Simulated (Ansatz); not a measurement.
# CH5BFSi: the cost of one run

All numbers below are computed with Ansatz 0.2.0 (RKS PBE0/def2-SVP).

## (1) The starting structure

Bond lengths: C1–B2 1.556 Å, B2–F3 1.304 Å, B2–Si4 2.031 Å, C1–H5 1.092 Å, C1–H6 1.088 Å, C1–H7 1.092 Å, Si4–H8 1.468 Å, Si4–H9 1.468 Å. Angles: C1–B2–F3 122.4°, C1–B2–Si4 123.3°, F3–B2–Si4 114.2°, B2–C1–H5 112.0°, B2–C1–H6 112.7°, B2–C1–H7 112.1°, H5–C1–H6 107.6°, H5–C1–H7 104.3°, H6–C1–H7 107.7°, B2–Si4–H8 127.3°, B2–Si4–H9 123.2°, H8–Si4–H9 109.5°.

As a file:

```xyz
9

C     0.3466    1.1912   -0.6768
B     0.5260   -0.3049   -0.2871
F     1.4970   -1.0383   -0.7560
Si   -0.7180   -1.2839    0.9857
H     0.3785    1.8476    0.1955
H     1.1050    1.5374   -1.3758
H    -0.6300    1.3857   -1.1248
H    -0.6366   -2.6892    1.4031
H    -1.8685   -0.6456    1.6363
```

## (2) Relaxing end A

Contents of input.yaml:

```yaml
crystal:
  periodic: [false, false, false]
  atoms:
    - { symbol: C, position_ang: [0.34658, 1.19124, -0.67682] }
    - { symbol: B, position_ang: [0.52595, -0.30492, -0.28712] }
    - { symbol: F, position_ang: [1.49699, -1.03829, -0.75604] }
    - { symbol: Si, position_ang: [-0.71796, -1.28386, 0.98566] }
    - { symbol: H, position_ang: [0.37854, 1.84756, 0.19546] }
    - { symbol: H, position_ang: [1.105, 1.53738, -1.37578] }
    - { symbol: H, position_ang: [-0.63002, 1.38574, -1.1248] }
    - { symbol: H, position_ang: [-0.63656, -2.6892, 1.40313] }
    - { symbol: H, position_ang: [-1.86853, -0.64565, 1.63632] }
total_charge: 1
basis:
  gaussian: { orbitals: def2-SVP }
hamiltonian:
  xc: pbe0
relax:
  f_tol: 0.02
  max_steps: 50
```

Command:

```sh
$ ansatz run input.yaml --threads 2 --pin off --max-ram 3072MiB --backend cpu --events-out ev --progress --plain --runs-dir out
```

What time and memory should one allow on 2 threads of Intel Xeon Platinum 8259CL at 2.50GHz (Skylake/Cascade Lake), shared host?

About 1.9 min, with a peak of 0.18 GiB.
